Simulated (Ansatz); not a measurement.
# GaSb3: the cost of one run

Program: Ansatz 0.2.0. Level of theory: DFT PBE, scalar-relativistic, plane waves, PAW. These are calculated values, not measurements.

## 1. The system as given

Symmetry: P-6m2, No. 187, hexagonal system. The conventional cell has a = 4.755 Å, b = 4.755 Å, c = 5.490 Å, α = 90.00°, β = 90.00°, γ = 120.00°. Around Ga (site symmetry -6m2) lie 5 Sb at 2.75 Å. Sb (site symmetry -6m2) has 3 Ga at 2.75 Å as nearest neighbours. Sb (site symmetry -6m2) is surrounded by 3 Sb at 2.75 Å. Sb (site symmetry -6m2) is surrounded by 2 Ga at 2.75 Å and 3 Sb at 2.75 Å.

As a file:

```cif
data_structure
_symmetry_space_group_name_H-M 'P 1'
_symmetry_Int_Tables_number 1
_cell_length_a 4.7552
_cell_length_b 4.7552
_cell_length_c 5.4904
_cell_angle_alpha 90.000
_cell_angle_beta 90.000
_cell_angle_gamma 120.000
_cell_volume 107.52
loop_
_atom_site_label
_atom_site_type_symbol
_atom_site_fract_x
_atom_site_fract_y
_atom_site_fract_z
_atom_site_occupancy
Ga1 Ga 0.66667 0.33333 0.00000 1
Sb1 Sb 0.33333 0.66667 0.00000 1
Sb2 Sb 0.00000 0.00000 0.50000 1
Sb3 Sb 0.66667 0.33333 0.50000 1
```

A structure generator made this guess: random cell by space group and Wyckoff sites (P-6m2, No. 187). Its size is a rough estimate.

## 2. The guess as it stands, on a coarse mesh

Contents of input.yaml:

```yaml
crystal:
  lattice:
    - [4.75520104, 0.0, 0.0]
    - [-2.37760052, 4.1181249, 0.0]
    - [0.0, 0.0, 5.49044048]
  atoms:
    - { symbol: Ga, position: [0.66666667, 0.33333333, 0.0] }
    - { symbol: Sb, position: [0.33333333, 0.66666667, 0.0] }
    - { symbol: Sb, position: [0.0, 0.0, 0.5] }
    - { symbol: Sb, position: [0.66666667, 0.33333333, 0.5] }
basis:
  ecutwfc: 420
kpoints:
  mp_grid: { grid: [6, 6, 4] }
hamiltonian:
  xc: pbe
scf:
  occupations: { method: gaussian, width: 0.1 }
  lower_state_search: "off"
output:
  forces: true
  stress: true
  eigenvalues: true
```

Run with:

```sh
$ ansatz run input.yaml --threads 1 --pin off --max-ram 2560MiB --backend cpu --events-out ev --progress --plain --runs-dir out
```

**Question.** How long does this run take on 1 thread of Intel Xeon at 2.70GHz, shared host, and how much memory does it need?

About 8.2 s, with a peak of 0.38 GiB.
